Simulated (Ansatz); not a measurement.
# C2H3FSi: shift of H6 from Si4 to C3

Wanted: the energy profile along the shift of H6 from Si4 to C3, from relaxed end points and a band of images. SMILES of the start: FC1=C[SiH2]1.

Method: RKS PBE0-D4/def2-SVP, in Ansatz 0.2.0.

## Step 1: Starting point

Bond lengths: F1–C2 1.343 Å, C2–C3 1.334 Å, C2–Si4 1.860 Å, C3–Si4 1.877 Å, C3–H5 1.075 Å, Si4–H6 1.455 Å, Si4–H7 1.455 Å. Angles: F1–C2–C3 134.8°, F1–C2–Si4 155.5°, C3–C2–Si4 69.8°, C2–C3–Si4 68.4°, C2–C3–H5 136.9°, Si4–C3–H5 154.7°, C2–Si4–C3 41.8°, C2–Si4–H6 120.2°, C2–Si4–H7 119.8°, C3–Si4–H6 120.8°, C3–Si4–H7 120.9°, H6–Si4–H7 114.3°.

Structure file:

```xyz
7

F    -0.4430   -2.2354   -0.3370
C    -0.2095   -0.9330   -0.1060
C    -0.5597   -0.0708    0.8495
Si    0.5100    0.7459   -0.4592
H    -1.1395   -0.0944    1.7543
H    -0.0821    1.5953   -1.4809
H     1.9239    0.9923   -0.2208
```

## Step 2: End point A

Contents of input.yaml:

```yaml
crystal:
  periodic: [false, false, false]
  atoms:
    - { symbol: F, position_ang: [-0.44301, -2.2354, -0.33698] }
    - { symbol: C, position_ang: [-0.20954, -0.93299, -0.10603] }
    - { symbol: C, position_ang: [-0.55971, -0.07077, 0.84951] }
    - { symbol: Si, position_ang: [0.51001, 0.74592, -0.45922] }
    - { symbol: H, position_ang: [-1.13952, -0.09436, 1.75433] }
    - { symbol: H, position_ang: [-0.0821, 1.59526, -1.48086] }
    - { symbol: H, position_ang: [1.92387, 0.99234, -0.22075] }
basis:
  gaussian: { orbitals: def2-SVP }
hamiltonian:
  xc: pbe0
  dispersion: d4
relax:
  f_tol: 0.02
  max_steps: 50
output:
  orbitals: {}
```

Run with:

```console
$ ansatz run input.yaml --threads 1 --pin off --max-ram 2048MiB --backend cpu --events-out ev --progress --plain --runs-dir out
```

The program printed, shortened:

```text
Warning: RAYON_NUM_THREADS=1 ignored (pool sized by the plan → 1); use --threads N
[...]
Functional definition: PBE0
[...]
807 factors; integrals over basis functions are off by at most 2.6e-4 eV
[...]
mean field -12700.14358175 eV, -466.7216681627 hartree, gradient 1.8e-5 eV, S^2 0.000000; 0 other end points of the search recorded, 0 dependent functions left out
[...]
reference -12700.14360327 eV, -466.7216689537 hartree; 19, 19 occupied and 56, 56 virtual orbitals, 807 factors
relax step   1: F+E_penalty+E_count = -12700.24617023 eV  Δ(F+E_penalty+E_count) = +0.000e0 eV  max|allowed force component| = 1.766e0 eV/Å  Δτ_max = 0.0000 Å  (26 SCF iters, accepted)
[...]
relax step   3: F+E_penalty+E_count = -12700.33443160 eV  Δ(F+E_penalty+E_count) = -1.666e-2 eV  max|allowed force component| = 6.587e-2 eV/Å  Δτ_max = 0.0259 Å  (29 SCF iters, accepted)
[...]
relax step   4: F+E_penalty+E_count = -12700.33467536 eV  Δ(F+E_penalty+E_count) = -2.438e-4 eV  max|allowed force component| = 1.259e-2 eV/Å  Δτ_max = 0.0029 Å  (23 SCF iters, accepted)
807 factors; integrals over basis functions are off by at most 3.2e-4 eV
mean field -12700.23167399 eV, -466.7249054929 hartree, gradient 1.6e-5 eV, S^2 0.000000; 1 other end points of the search recorded, 0 dependent functions left out
[...]
reference -12700.23169560 eV, -466.7249062871 hartree; 19, 19 occupied and 56, 56 virtual orbitals, 807 factors
Total energy: -12700.33469697 eV, -466.7286915177 hartree
Atom 0 at    -0.432794    -2.212656    -0.352364 Å, force     0.008190     0.002195    -0.012022 eV/Å
Atom 1 at    -0.209973    -0.939759    -0.108391 Å, force    -0.010997    -0.011428     0.011951 eV/Å
Atom 2 at    -0.558086    -0.080511     0.845537 Å, force    -0.004512    -0.008143     0.004140 eV/Å
Atom 3 at     0.491606     0.694579    -0.452560 Å, force     0.006410     0.012593    -0.004304 eV/Å
Atom 4 at    -1.138973    -0.070839     1.769923 Å, force     0.003603     0.011359    -0.000912 eV/Å
Atom 5 at    -0.082013     1.602683    -1.486724 Å, force     0.001411    -0.004149     0.002368 eV/Å
Atom 6 at     1.930234     1.006505    -0.215421 Å, force    -0.004106    -0.002427    -0.001221 eV/Å
Dipole moment:     0.028104     0.235705     0.066094 e Å
```

Run time: 13 s. Hardware: 1 thread of Arm Neoverse V1, shared host; peak memory 0.16 GiB.

Step by step:

```csv
step,energy from step 1 (eV),largest force component (eV/Å)
1,0.0000,1.7662
2,-0.0716,0.7682
3,-0.0883,0.0659
4,-0.0885,0.0126
```

Step 1 is the start.

After: Bond lengths: F1–C2 1.315 Å, C2–C3 1.330 Å, C2–Si4 1.812 Å, C3–Si4 1.841 Å, C3–H5 1.092 Å, Si4–H6 1.491 Å, Si4–H7 1.491 Å. Angles: F1–C2–C3 135.6°, F1–C2–Si4 154.6°, C3–C2–Si4 69.8°, C2–C3–Si4 67.5°, C2–C3–H5 138.8°, Si4–C3–H5 153.7°, C2–Si4–C3 42.7°, C2–Si4–H6 122.2°, C2–Si4–H7 122.2°, C3–Si4–H6 121.8°, C3–Si4–H7 121.7°, H6–Si4–H7 110.7°.

## Step 3: Relaxing end B

The second end starts from a geometry with the move made by hand.

Changes to input.yaml since step 2:

```diff
@@ -8,3 +8,3 @@
     - { symbol: H, position_ang: [-1.13952, -0.09436, 1.75433] }
-    - { symbol: H, position_ang: [-0.0821, 1.59526, -1.48086] }
+    - { symbol: H, position_ang: [-1.00966, 0.74525, 1.41499] }
     - { symbol: H, position_ang: [1.92387, 0.99234, -0.22075] }
@@ -18,3 +18 @@
   max_steps: 50
-output:
-  orbitals: {}
```

Run with:

```console
$ ansatz run input.yaml --threads 1 --pin off --max-ram 2048MiB --backend cpu --events-out ev --progress --plain --runs-dir out
```

The program printed, shortened:

```text
Warning: RAYON_NUM_THREADS=1 ignored (pool sized by the plan → 1); use --threads N
[...]
[... 1 set-up line as earlier in the session ...]
[...]
804 factors; integrals over basis functions are off by at most 3.1e-4 eV
[...]
mean field -12695.24863902 eV, -466.5417823354 hartree, gradient 1.9e-5 eV, S^2 0.000000; 0 other end points of the search recorded, 0 dependent functions left out
[...]
reference -12695.24865981 eV, -466.5417830996 hartree; 19, 19 occupied and 56, 56 virtual orbitals, 804 factors
relax step   1: F+E_penalty+E_count = -12695.35784578 eV  Δ(F+E_penalty+E_count) = +0.000e0 eV  max|allowed force component| = 4.421e0 eV/Å  Δτ_max = 0.0000 Å  (28 SCF iters, accepted)
[...]
relax step   4: F+E_penalty+E_count = -12698.90405174 eV  Δ(F+E_penalty+E_count) = -7.484e-1 eV  max|allowed force component| = 3.641e0 eV/Å  Δτ_max = 0.2000 Å  (35 SCF iters, accepted)
[...]
relax step   7: F+E_penalty+E_count = -12699.88455170 eV  Δ(F+E_penalty+E_count) = -1.894e-1 eV  max|allowed force component| = 3.847e-1 eV/Å  Δτ_max = 0.1947 Å  (29 SCF iters, accepted)
[...]
relax step  10: F+E_penalty+E_count = -12700.00051575 eV  Δ(F+E_penalty+E_count) = -6.221e-3 eV  max|allowed force component| = 4.480e-1 eV/Å  Δτ_max = 0.1979 Å  (30 SCF iters, accepted)
[...]
relax step  11: F+E_penalty+E_count = -12700.01347611 eV  Δ(F+E_penalty+E_count) = -1.296e-2 eV  max|allowed force component| = 1.688e-1 eV/Å  Δτ_max = 0.0626 Å  (30 SCF iters, accepted)
[...]
relax step  12: F+E_penalty+E_count = -12700.01319851 eV  Δ(F+E_penalty+E_count) = +2.776e-4 eV  max|allowed force component| = 1.569e-1 eV/Å  Δτ_max = 0.0758 Å  (31 SCF iters, rejected (line search))
[...]
804 factors; integrals over basis functions are off by at most 1.1e-3 eV
mean field -12699.90599323 eV, -466.7129369459 hartree, gradient 1.5e-5 eV, S^2 0.000000; 0 other end points of the search recorded, 0 dependent functions left out
[...]
```

## Step 4: The log goes on: end point B relaxed

The log, continued, shortened:

```text
reference -12699.90601547 eV, -466.7129377630 hartree; 19, 19 occupied and 56, 56 virtual orbitals, 804 factors
relax step  13: F+E_penalty+E_count = -12700.01882378 eV  Δ(F+E_penalty+E_count) = -5.348e-3 eV  max|allowed force component| = 9.965e-2 eV/Å  Δτ_max = 0.0362 Å  (31 SCF iters, accepted)
[...]
relax step  19: F+E_penalty+E_count = -12700.01606118 eV  Δ(F+E_penalty+E_count) = +6.090e-3 eV  max|allowed force component| = 5.024e-1 eV/Å  Δτ_max = 0.0170 Å  (31 SCF iters, rejected (line search))
[...]
relax step  20: F+E_penalty+E_count = -12700.02220881 eV  Δ(F+E_penalty+E_count) = -5.783e-5 eV  max|allowed force component| = 2.104e-3 eV/Å  Δτ_max = 0.0024 Å  (22 SCF iters, accepted)
804 factors; integrals over basis functions are off by at most 1.0e-3 eV
[...]
mean field -12699.90946837 eV, -466.7130646547 hartree, gradient 5.8e-5 eV, S^2 0.000000; 1 other end points of the search recorded, 0 dependent functions left out
[...]
reference -12699.90949030 eV, -466.7130654606 hartree; 19, 19 occupied and 56, 56 virtual orbitals, 804 factors
Total energy: -12700.02223074 eV, -466.7172085954 hartree
Atom 0 at     0.366859    -1.638603     0.186366 Å, force    -0.000340    -0.000624     0.000486 eV/Å
Atom 1 at    -0.011991    -0.361699     0.344623 Å, force     0.001678    -0.001064    -0.001569 eV/Å
Atom 2 at    -1.062838    -0.107795     1.146520 Å, force    -0.001630     0.000598     0.001291 eV/Å
Atom 3 at     0.879020     1.074869    -0.517237 Å, force     0.001790    -0.000515    -0.000989 eV/Å
Atom 4 at    -1.602282    -0.909964     1.661283 Å, force     0.001519    -0.000076    -0.001078 eV/Å
Atom 5 at    -1.391876     0.922867     1.292482 Å, force    -0.000912     0.000771     0.000479 eV/Å
Atom 6 at     1.895549     0.170313    -1.218187 Å, force    -0.002104     0.000910     0.001378 eV/Å
Dipole moment:    -0.194857     0.078577     0.145240 e Å
```

Wall time 54 s (1 thread of Arm Neoverse V1, shared host); peak memory 0.25 GiB.

Relaxation path:

```csv
step,energy from step 1 (eV),largest force component (eV/Å)
1,0.0000,4.4210
2,-1.6549,3.9067
3,-2.7978,4.5345
4,-3.5462,3.6405
5,-4.1349,1.9621
6,-4.3373,1.3800
7,-4.5267,0.3847
8,-4.5925,0.4999
9,-4.6364,0.4028
10,-4.6427,0.4480
11,-4.6556,0.1688
12x,-4.6554,0.1569
13,-4.6610,0.0997
14,-4.6618,0.1579
15x,-4.6585,0.4274
16,-4.6635,0.0632
17,-4.6642,0.0096
18,-4.6643,0.0243
19x,-4.6582,0.5024
20,-4.6644,0.0021
```

Step 1 is the start. 3 steps were tried and not accepted (marked x).

After: Bond lengths: F1–C2 1.341 Å, C2–C3 1.346 Å, C2–Si4 1.897 Å, C3–H5 1.095 Å, C3–H6 1.092 Å, Si4–H7 1.531 Å. Angles: F1–C2–C3 118.1°, F1–C2–Si4 122.3°, C3–C2–Si4 119.6°, C2–C3–H5 121.8°, C2–C3–H6 119.5°, H5–C3–H6 118.7°, C2–Si4–H7 94.2°.

Pairs that crossed the distance rule for bonds on the way: moved apart C3–Si4, H5–H6.

## Step 5: The band

crystal.atoms is end A as relaxed above, and neb.final_atoms is end B, turned to lie on A. With 7 inner images the band has 9 in all. The start path is listed, through a guess of the saddle.

Contents of input.yaml:

```yaml
crystal:
  periodic: [false, false, false]
  atoms:
    - { symbol: F, position_ang: [-0.432794, -2.212656, -0.352364] }
    - { symbol: C, position_ang: [-0.209973, -0.939759, -0.108391] }
    - { symbol: C, position_ang: [-0.558086, -0.080511, 0.845537] }
    - { symbol: Si, position_ang: [0.491606, 0.694579, -0.45256] }
    - { symbol: H, position_ang: [-1.138973, -0.070839, 1.769923] }
    - { symbol: H, position_ang: [-0.082013, 1.602683, -1.486724] }
    - { symbol: H, position_ang: [1.930234, 1.006505, -0.215421] }
basis:
  gaussian: { orbitals: def2-SVP }
hamiltonian:
  xc: pbe0
  dispersion: d4
neb:
  order_check: false
  images: 7
  f_tol: 0.03
  max_iterations: 60
  final_atoms:
    - { symbol: F, position_ang: [0.32928563, -1.54803575, 0.31307167] }
    - { symbol: C, position_ang: [0.10094595, -0.25650332, 0.03224895] }
    - { symbol: C, position_ang: [-1.090992, 0.2652569, 0.37697444] }
    - { symbol: Si, position_ang: [1.39209759, 0.83887368, -0.8242016] }
    - { symbol: H, position_ang: [-1.86133648, -0.33490036, 0.87279349] }
    - { symbol: H, position_ang: [-1.30258082, 1.31400327, 0.1597274] }
    - { symbol: H, position_ang: [2.43258113, -0.27869242, -0.93061435] }
  initial_path:
    images:
      - { positions_ang: [[-0.432794, -2.212656, -0.352364], [-0.209973, -0.939759, -0.108391], [-0.558086, -0.080511, 0.845537], [0.491606, 0.694579, -0.45256], [-1.138973, -0.070839, 1.769923], [-0.082013, 1.602683, -1.486724], [1.930234, 1.006505, -0.215421]] }
      - { positions_ang: [[-0.41705518, -2.21394843, -0.32946698], [-0.18572041, -0.9299419, -0.13335137], [-0.55809686, -0.03172434, 0.76757446], [0.55026823, 0.69130265, -0.51755779], [-1.17009233, 0.01008027, 1.66068543], [-0.19207503, 1.4860207, -1.20970397], [1.97277257, 0.98821306, -0.23817979]] }
      - { positions_ang: [[-0.40131635, -2.21524086, -0.30656996], [-0.16146781, -0.9201248, -0.15831173], [-0.55810772, 0.01706232, 0.68961193], [0.60893046, 0.6880263, -0.58255557], [-1.20121166, 0.09099953, 1.55144786], [-0.30213705, 1.36935839, -0.93268395], [2.01531113, 0.96992111, -0.26093858]] }
      - { positions_ang: [[-0.38557753, -2.21653329, -0.28367294], [-0.13721522, -0.9103077, -0.1832721], [-0.55811858, 0.06584897, 0.61164939], [0.66759269, 0.68474996, -0.64755336], [-1.23233099, 0.1719188, 1.44221029], [-0.41219908, 1.25269609, -0.65566392], [2.0578497, 0.95162917, -0.28369737]] }
      - { positions_ang: [[-0.36983871, -2.21782572, -0.26077592], [-0.11296262, -0.9004906, -0.20823247], [-0.55812944, 0.11463563, 0.53368686], [0.72625493, 0.68147361, -0.71255115], [-1.26345032, 0.25283807, 1.33297272], [-0.5222611, 1.13603379, -0.37864389], [2.10038827, 0.93333722, -0.30645616]] }
      - { positions_ang: [[-0.19505762, -2.05037823, -0.11731402], [-0.05948548, -0.73949378, -0.14811211], [-0.69134508, 0.15229095, 0.49450875], [0.89271559, 0.72082363, -0.74046376], [-1.41292186, 0.10590346, 1.21792792], [-0.71734103, 1.18052616, -0.24405107], [2.18343648, 0.63032981, -0.4624957]] }
      - { positions_ang: [[-0.02027654, -1.88293073, 0.02614788], [-0.00600834, -0.57849696, -0.08799176], [-0.82456072, 0.18994627, 0.45533065], [1.05917626, 0.76017364, -0.76837637], [-1.5623934, -0.04103115, 1.10288311], [-0.91242096, 1.22501853, -0.10945825], [2.2664847, 0.3273224, -0.61853525]] }
      - { positions_ang: [[0.15450455, -1.71548324, 0.16960977], [0.0474688, -0.41750014, -0.02787141], [-0.95777636, 0.22760158, 0.41615255], [1.22563692, 0.79952366, -0.79628899], [-1.71186494, -0.18796575, 0.9878383], [-1.10750089, 1.2695109, 0.02513457], [2.34953291, 0.02431499, -0.7745748]] }
      - { positions_ang: [[0.32928563, -1.54803575, 0.31307167], [0.10094595, -0.25650332, 0.03224895], [-1.090992, 0.2652569, 0.37697444], [1.39209759, 0.83887368, -0.8242016], [-1.86133648, -0.33490036, 0.87279349], [-1.30258082, 1.31400327, 0.1597274], [2.43258113, -0.27869242, -0.93061435]] }
```

Run with:

```console
$ ansatz run input.yaml --threads 1 --pin off --max-ram 2048MiB --backend cpu --events-out ev --progress --plain --runs-dir out
```

The program printed, shortened:

```text
Warning: RAYON_NUM_THREADS=1 ignored (pool sized by the plan → 1); use --threads N
[...]
[... 1 set-up line as earlier in the session ...]
[...]
807 factors; integrals over basis functions are off by at most 3.2e-4 eV
[...]
mean field -12700.23167311 eV, -466.7249054607 hartree, gradient 1.6e-5 eV, S^2 0.000000; 0 other end points of the search recorded, 0 dependent functions left out
[...]
reference -12700.23169471 eV, -466.7249062543 hartree; 19, 19 occupied and 56, 56 virtual orbitals, 807 factors
807 factors; integrals over basis functions are off by at most 1.3e-3 eV
[...]
mean field -12699.90947562 eV, -466.7130649211 hartree, gradient 2.6e-5 eV, S^2 0.000000; 0 other end points of the search recorded, 0 dependent functions left out
[...]
reference -12699.90949803 eV, -466.7130657447 hartree; 19, 19 occupied and 56, 56 virtual orbitals, 807 factors
[...]
NEB iter  12: max|band force component| = 2.648e-2 eV/Å  barrier→ = 2.0172 eV  barrier← = 1.7047 eV  CI = image 3  Δτ_max = 0.0000 Å  (340 SCF iters)
Total energy: -12698.31749441 eV, -466.6545606908 hartree
Atom 0 at    -0.124291    -2.210227    -0.292938 Å, force    -0.000618     0.004099    -0.004718 eV/Å
Atom 1 at    -0.176522    -0.906979    -0.184615 Å, force     0.001243    -0.003318     0.023816 eV/Å
Atom 2 at    -0.676972    -0.007618     0.581698 Å, force    -0.007929     0.002015    -0.027246 eV/Å
Atom 3 at     0.701156     0.575149    -1.007645 Å, force    -0.006485     0.006602     0.001671 eV/Å
Atom 4 at    -1.230918     0.347051     1.443392 Å, force     0.007253    -0.003188     0.006672 eV/Å
Atom 5 at    -0.437659     1.402413    -0.381618 Å, force     0.005744    -0.005284    -0.001100 eV/Å
Atom 6 at     1.945207     0.800213    -0.158274 Å, force     0.000791    -0.000927     0.000905 eV/Å
Dipole moment:    -0.118806     0.124548     0.219497 e Å
this run last wrote the band of iteration 12 to <dir>
```

Run time: 3.4 min. Hardware: 1 thread of Arm Neoverse V1, shared host; peak memory 0.25 GiB.

## Step 6: What the band shows

Images 0 and 8 are the ends. Energies count from image 0; the path length is the program's own measure over all atoms.

| image | path (Å) | energy (eV) | H6–Si4 (Å) | H6–C3 (Å) | band force (eV/Å) |
| --- | --- | --- | --- | --- | --- |
| 0 | 0.000 | 0.0000 | 1.49 | 2.92 | - |
| 1 | 0.547 | 0.3281 | 1.47 | 2.62 | 0.003 |
| 2 | 1.093 | 1.3766 | 1.46 | 2.20 | 0.013 |
| 3* | 1.640 | 2.0172 | 1.54 | 1.72 | 0.026 |
| 4 | 2.237 | 1.1072 | 1.90 | 1.17 | 0.007 |
| 5 | 2.835 | 0.6766 | 2.27 | 1.10 | 0.005 |
| 6 | 3.433 | 0.4257 | 2.61 | 1.09 | 0.002 |
| 7 | 4.030 | 0.3327 | 2.85 | 1.09 | 0.001 |
| 8 | 4.628 | 0.3125 | 2.91 | 1.09 | - |

The star marks the climbing image.

image, energy (eV) and a bar:
```
        0      0.000 
        1      0.328 #####
        2      1.377 ####################
        3      2.017 ##############################
        4      1.107 ################
        5      0.677 ##########
        6      0.426 ######
        7      0.333 #####
        8      0.312 #####
```

How the highest energy settled:

```csv
iteration,highest image above image 0 (eV),largest band force (eV/Å)
1,3.2865,7.894
2,2.4693,3.182
3,2.3802,1.979
4,2.1159,1.284
5,2.0126,0.851
6,1.9838,0.441
7,2.0360,0.576
8,2.0229,0.281
9,2.0180,0.090
10,2.0177,0.065
11,2.0174,0.038
12,2.0172,0.026
```

Positions of all images (Å):

```xyz
7
image=0 dE=0.0000
F    -0.433   -2.213   -0.352
C    -0.210   -0.940   -0.108
C    -0.558   -0.081    0.846
Si    0.492    0.695   -0.453
H    -1.139   -0.071    1.770
H    -0.082    1.603   -1.487
H     1.930    1.007   -0.215
7
image=1 dE=0.3281
F    -0.317   -2.283   -0.326
C    -0.166   -0.995   -0.109
C    -0.561   -0.083    0.764
Si    0.541    0.619   -0.524
H    -1.208    0.152    1.605
H    -0.267    1.683   -1.144
H     1.978    0.906   -0.266
7
image=2 dE=1.3766
F    -0.204   -2.277   -0.319
C    -0.181   -0.979   -0.135
C    -0.594   -0.062    0.674
Si    0.613    0.551   -0.752
H    -1.203    0.303    1.494
H    -0.399    1.607   -0.754
H     1.968    0.857   -0.209
7
image=3 dE=2.0172
F    -0.124   -2.210   -0.293
C    -0.177   -0.907   -0.185
C    -0.677   -0.008    0.582
Si    0.701    0.575   -1.008
H    -1.231    0.347    1.443
H    -0.438    1.402   -0.382
H     1.945    0.800   -0.158
7
image=4 dE=1.1072
F    -0.109   -2.083   -0.181
C    -0.124   -0.774   -0.277
C    -0.753    0.151    0.443
Si    0.845    0.619   -1.156
H    -1.276    0.215    1.402
H    -0.602    1.193   -0.066
H     2.018    0.680   -0.166
7
image=5 dE=0.6766
F     0.018   -1.930   -0.044
C    -0.087   -0.640   -0.308
C    -0.861    0.213    0.383
Si    0.995    0.668   -1.126
H    -1.348    0.052    1.350
H    -0.915    1.231   -0.036
H     2.198    0.405   -0.219
7
image=6 dE=0.4257
F     0.147   -1.766    0.035
C    -0.041   -0.487   -0.274
C    -0.959    0.251    0.380
Si    1.146    0.729   -1.071
H    -1.484   -0.097    1.277
H    -1.162    1.263    0.020
H     2.354    0.108   -0.366
7
image=7 dE=0.3327
F     0.243   -1.633    0.125
C     0.025   -0.340   -0.146
C    -1.050    0.263    0.394
Si    1.290    0.779   -0.995
H    -1.702   -0.247    1.111
H    -1.274    1.298    0.125
H     2.468   -0.120   -0.613
7
image=8 dE=0.3125
F     0.329   -1.548    0.313
C     0.101   -0.257    0.032
C    -1.091    0.265    0.377
Si    1.392    0.839   -0.824
H    -1.861   -0.335    0.873
H    -1.303    1.314    0.160
H     2.433   -0.279   -0.931
```

## Step 7: Frequencies at the highest image

The geometry is the highest inner image of the first converged band.

Contents of input.yaml:

```yaml
crystal:
  periodic: [false, false, false]
  atoms:
    - { symbol: F, position_ang: [-0.124291, -2.210227, -0.292938] }
    - { symbol: C, position_ang: [-0.176522, -0.906979, -0.184615] }
    - { symbol: C, position_ang: [-0.676972, -0.007618, 0.581698] }
    - { symbol: Si, position_ang: [0.701156, 0.575149, -1.007645] }
    - { symbol: H, position_ang: [-1.230918, 0.347051, 1.443392] }
    - { symbol: H, position_ang: [-0.437659, 1.402413, -0.381618] }
    - { symbol: H, position_ang: [1.945207, 0.800213, -0.158274] }
basis:
  gaussian: { orbitals: def2-SVP }
hamiltonian:
  xc: pbe0
  dispersion: d4
phonons: {}
```

Run with:

```console
$ ansatz run input.yaml --threads 1 --pin off --max-ram 2048MiB --backend cpu --events-out ev --progress --plain --runs-dir out
```

The program printed, shortened:

```text
Warning: RAYON_NUM_THREADS=1 ignored (pool sized by the plan → 1); use --threads N
[...]
[... 1 set-up line as earlier in the session ...]
[...]
809 factors; integrals over basis functions are off by at most 3.7e-4 eV
[...]
mean field -12698.21089341 eV, -466.6506431765 hartree, gradient 6.1e-5 eV, S^2 0.000000; 0 other end points of the search recorded, 0 dependent functions left out
[...]
reference -12698.21091448 eV, -466.6506439507 hartree; 19, 19 occupied and 56, 56 virtual orbitals, 809 factors
[...]
809 factors; integrals over basis functions are off by at most 3.7e-4 eV
mean field -12698.21088169 eV, -466.6506427457 hartree, gradient 1.0e-6 eV, S^2 0.000000; 0 other end points of the search recorded, 0 dependent functions left out
[...]
reference -12698.21090276 eV, -466.6506435200 hartree; 19, 19 occupied and 56, 56 virtual orbitals, 809 factors
[...]
809 factors; integrals over basis functions are off by at most 3.7e-4 eV
[...]
WARN: phonons: modes at or below zero, which the zero-point energy, F, S and C_V leave out: 1, the lowest at -978.03 cm⁻¹. A minimum has none, and a first-order saddle one
Total energy: -12698.31749005 eV, -466.6545605306 hartree
Atom 0 at    -0.124291    -2.210227    -0.292938 Å, force    -0.000735     0.004168    -0.004675 eV/Å
Atom 1 at    -0.176522    -0.906979    -0.184615 Å, force     0.001373    -0.003183     0.023892 eV/Å
Atom 2 at    -0.676972    -0.007618     0.581698 Å, force    -0.007932     0.001820    -0.027352 eV/Å
Atom 3 at     0.701156     0.575149    -1.007645 Å, force    -0.006481     0.006596     0.001647 eV/Å
Atom 4 at    -1.230918     0.347051     1.443392 Å, force     0.007265    -0.003202     0.006684 eV/Å
Atom 5 at    -0.437659     1.402413    -0.381618 Å, force     0.005742    -0.005278    -0.001103 eV/Å
Atom 6 at     1.945207     0.800213    -0.158274 Å, force     0.000769    -0.000921     0.000907 eV/Å
Dipole moment:    -0.118809     0.124552     0.219504 e Å
Vibrations: -978.03 313.06 381.23 487.27 565.26 627.28 698.74 742.03 868.75 919.18 1139.33 1884.87 2067.84 2099.15 3348.89 cm⁻¹, zero-point energy 1.000731 eV
```

It took 65 s on 1 thread of Arm Neoverse V1, shared host; peak memory 0.25 GiB.

Of 15 modes, 1 is imaginary by more than 30 cm⁻¹ (978i cm⁻¹).

[end of part 1 of 2]
